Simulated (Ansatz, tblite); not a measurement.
# Sn(NMeEt)H3 (C3H11NSn): one state, many levels

Aim: run the singlet of Sn(NMeEt)H3 (C3H11NSn) at one geometry on many levels, and compare frontier levels, spin and run time.

Program: Ansatz 0.2.0, Gaussian basis. Level of theory: as each input shows. These are calculated values, not measurements.

Plan: GFN1-xTB, GFN2-xTB, PBE-D4/def2-TZVP, r2SCAN-D4/def2-TZVP, r2SCANh-D4/def2-TZVP, revPBE-D4/def2-TZVP, BHLYP-D4/def2-TZVP, PBE-D4/def2-SVP, PBE0-D4/def2-SVP, PBE0-D4/def2-TZVPD, PBE-D4/def2-TZVPD, r2SCANh-D4/def2-TZVPD, CCSD(T)/def2-SVP, MP2/def2-TZVP, RPA/def2-TZVP.

2 further runs of the same task are left out: 2 set aside as unsound or not needed.

### 1 The geometry

The singlet was relaxed beforehand with r2SCAN-D4/def2-SVP.

16 atoms, charge 0, spin multiplicity 1.

Bond lengths: Sn1–N2 2.054 Å, Sn1–H14 1.727 Å, Sn1–H15 1.713 Å, Sn1–H16 1.712 Å, N2–C3 1.447 Å, N2–C4 1.452 Å, C3–H6 1.109 Å, C3–H7 1.113 Å, C3–H8 1.103 Å, C4–C5 1.531 Å, C4–H9 1.111 Å, C4–H10 1.106 Å, C5–H11 1.102 Å, C5–H12 1.104 Å, C5–H13 1.102 Å. Angles: N2–Sn1–H14 114.2°, N2–Sn1–H15 105.1°, N2–Sn1–H16 105.0°, H14–Sn1–H15 109.3°, H14–Sn1–H16 110.2°, H15–Sn1–H16 112.9°, Sn1–N2–C3 118.0°, Sn1–N2–C4 118.6°, C3–N2–C4 114.8°, N2–C3–H6 109.9°, N2–C3–H7 115.4°, N2–C3–H8 110.4°, H6–C3–H7 106.8°, H6–C3–H8 106.9°, H7–C3–H8 107.1°, N2–C4–C5 116.3°, N2–C4–H9 107.9°, N2–C4–H10 108.5° and more.

Sn takes a core potential in the def2 sets. No spin-orbit coupling is included.

PBE0-D4/def2-TZVP was run before; its log isn't repeated, and its numbers join the tables.

### 2 GFN1-xTB

Tight binding, by tblite at 300 K electronic temperature and without a spin-polarisation term:

```python
tblite.interface.Calculator('GFN1-xTB', numbers, positions, charge=0, uhf=0).singlepoint()
```

Energy -487.7529 eV, HOMO -10.01 eV, LUMO -5.19 eV; 0.018 s.

### 3 GFN2-xTB

Tight binding, by tblite at 300 K electronic temperature and without a spin-polarisation term:

```python
tblite.interface.Calculator('GFN2-xTB', numbers, positions, charge=0, uhf=0).singlepoint()
```

Energy -462.9760 eV, HOMO -9.53 eV, LUMO -5.49 eV; 0.009 s.

### 4 PBE-D4/def2-TZVP

start.molden holds the orbitals of an earlier run on this state, given as this run's starting guess.

The input, in.yaml:

```yaml
crystal:
  periodic: [false, false, false]
  atoms:
    - {symbol: Sn, position_ang: [0.001603, 0.468138, -2.083110]}
    - {symbol: N, position_ang: [-0.418354, 0.585171, -0.075847]}
    - {symbol: C, position_ang: [0.353478, 1.510531, 0.726058]}
    - {symbol: C, position_ang: [-0.837226, -0.619200, 0.618777]}
    - {symbol: C, position_ang: [0.270312, -1.611070, 0.984714]}
    - {symbol: H, position_ang: [-0.197428, 1.753753, 1.656768]}
    - {symbol: H, position_ang: [1.360576, 1.150782, 1.033823]}
    - {symbol: H, position_ang: [0.500330, 2.459938, 0.183431]}
    - {symbol: H, position_ang: [-1.364980, -0.311993, 1.546484]}
    - {symbol: H, position_ang: [-1.595374, -1.135214, 0.000772]}
    - {symbol: H, position_ang: [-0.140982, -2.483267, 1.519067]}
    - {symbol: H, position_ang: [0.785205, -1.982401, 0.081827]}
    - {symbol: H, position_ang: [1.029910, -1.150944, 1.636955]}
    - {symbol: H, position_ang: [1.560515, -0.180755, -2.444051]}
    - {symbol: H, position_ang: [-0.085167, 2.081672, -2.650621]}
    - {symbol: H, position_ang: [-1.222415, -0.535130, -2.735035]}
basis:
  gaussian: {orbitals: def2-TZVP, initial_orbitals: start.molden}
hamiltonian: {xc: pbe, dispersion: d4}
scf: {omitted_lower_state_checks: [starts]}
output: {forces: true, orbitals: {seedname: orbitals}}
```

Started as:

```console
$ ansatz run in.yaml --threads 4 --pin off --events-out ev --progress --plain --max-ram 4787MiB
```

Further steps of the session: r2SCAN-D4/def2-TZVP; r2SCANh-D4/def2-TZVP; revPBE-D4/def2-TZVP; BHLYP-D4/def2-TZVP; PBE-D4/def2-SVP; PBE0-D4/def2-SVP; PBE0-D4/def2-TZVPD; PBE-D4/def2-TZVPD; r2SCANh-D4/def2-TZVPD; CCSD(T)/def2-SVP; MP2/def2-TZVP; RPA/def2-TZVP.

Q: Predict the results of all the runs planned. Wanted: gap in def2-TZVP, named functionals, smallest and largest; correlation energy, CCSD(T)/def2-SVP; correlation energy, MP2/def2-TZVP; binding an atom, CCSD(T)/def2-SVP; PBE0 total energy, smallest basis above largest.

The runs gave:

```
                                                 quantity                                 value
gap in def2-TZVP, named functionals, smallest and largest  3.91 eV (PBE-D4), 7.92 eV (BHLYP-D4)
                     correlation energy, CCSD(T)/def2-SVP                             -22.49 eV
                        correlation energy, MP2/def2-TZVP                             -28.67 eV
                        binding an atom, CCSD(T)/def2-SVP                              3.379 eV
          PBE0 total energy, smallest basis above largest        5.43 eV (def2-SVP, def2-TZVPD)
```

In words: Orbital gaps of the named functionals in def2-TZVP span 3.91 eV (PBE-D4) to 7.92 eV (BHLYP-D4); exact exchange widens it. The functionals in def2-TZVP miss CCSD(T)/def2-SVP by +0.087 (BHLYP-D4) to +0.213 eV (PBE-D4) an atom. The yardstick is in a double-zeta basis, so levels in larger sets aren't compared like for like. CCSD(T)/def2-SVP isn't at the basis-set limit; small misses against it rank nothing.
